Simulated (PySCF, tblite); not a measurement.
**C3H15N2PSi2: geometry, infrared bands and NMR shifts**

What infrared bands and NMR shifts should C3H15N2PSi2 (`CCC[Si@](N)(P)N[SiH3]`) show?

The runs use tblite 0.8.0 and PySCF 2.14.0, with density-fitted response routines of our own; the level of theory stands in each step. All values are computed, except where a source is named. Atoms are numbered from 0 throughout.

## Step 1: The molecule as given

23 atoms, charge 0, multiplicity 1; geometry from: force field or distance geometry start.

Bonds of the start (Å): C0–C1 1.52, C1–C2 1.55, C2–Si3 1.85, Si3–N4 1.67, Si3–P5 2.19, Si3–N6 1.67, N6–Si7 1.69, C0–H8 1.09, C0–H9 1.10, C0–H10 1.10, C1–H11 1.08, C1–H12 1.09, C2–H13 1.10, C2–H14 1.08, N4–H15 1.02, N4–H16 1.02, P5–H17 1.41, P5–H18 1.41, N6–H19 1.01, Si7–H20 1.49, Si7–H21 1.48, Si7–H22 1.48.

## Step 2: Geometry optimisation with GFN2-xTB

What the job is given:

```
{"job": {"kind": "relax", "xc": "GFN2-xTB", "basis": "xTB"}, "charge": 0, "multiplicity": 1}
C     -2.883000    -0.855700     1.321600
C     -1.978400    -0.517200     0.145000
C     -0.568300    -0.113700     0.642500
Si     0.660500     0.332700    -0.673100
N      0.110700     1.579500    -1.646100
P      1.081400    -1.289600    -2.076400
N      2.033100     1.134100    -0.161100
Si     2.986200     0.275600     0.945600
H     -2.486500    -1.686300     1.914300
H     -3.885300    -1.144400     0.960000
H     -3.017500     0.010000     1.980800
H     -2.431400     0.281900    -0.431400
H     -1.913200    -1.396200    -0.491900
H     -0.683500     0.747800     1.311100
H     -0.178200    -0.916900     1.254800
H     -0.878200     1.467100    -1.849100
H      0.192300     2.446400    -1.115400
H     -0.196300    -1.372400    -2.664500
H      1.635600    -0.483500    -3.093700
H      2.591100     1.368100    -0.968000
H      2.171100    -0.067600     2.139400
H      3.527200    -0.935000     0.292100
H      4.105700     1.162100     1.342700
```

Run with:

```
$ OMP_NUM_THREADS=1 python probes_run.py task.json out
```

The driver reads the jobs from task.json and runs them one after another.

**Question.** This job is followed by: GFN2-xTB harmonic vibrations, gas phase; GIAO PBE0/pcSseg-1 NMR shielding, non-relativistic, gas phase. Predict these results of the whole session: strongest single infrared mode (GFN2-xTB); zero-point energy (GFN2-xTB); ¹³C shifts against TMS (PBE0/pcSseg-1); ¹H shifts against TMS (PBE0/pcSseg-1, means over atoms taken as alike); ²⁹Si shifts against TMS (PBE0/pcSseg-1); ¹⁵N shifts against NH3 (PBE0/pcSseg-1); ³¹P shifts against H3PO4 (PBE0/pcSseg-1).

As calculated:

```
                                                              quantity                                                      value
                             strongest single infrared mode (GFN2-xTB)                                      2252 cm⁻¹, 391 km/mol
                                          zero-point energy (GFN2-xTB)                                             110.8 kcal/mol
                                ¹³C shifts against TMS (PBE0/pcSseg-1)                                       27.5, 20.8, 20.1 ppm
¹H shifts against TMS (PBE0/pcSseg-1, means over atoms taken as alike)  4.69, 1.13, 1.12, 1.10, 0.96, 0.87, 0.56, 0.45, -0.03 ppm
                               ²⁹Si shifts against TMS (PBE0/pcSseg-1)                                             7.8, -59.2 ppm
                                ¹⁵N shifts against NH3 (PBE0/pcSseg-1)                                             30.7, 18.7 ppm
                              ³¹P shifts against H3PO4 (PBE0/pcSseg-1)                                                 -281.5 ppm
```

Relaxing lowered the energy by 0.789 eV in 130 steps; the close pair that moved most is Si3–P5, from 2.186 to 2.261 Å. All 63 modes are real, so the xTB geometry is a minimum. Unscaled tight-binding wavenumbers are off by several per cent, some by more. Its intensities can rank the bands wrongly.
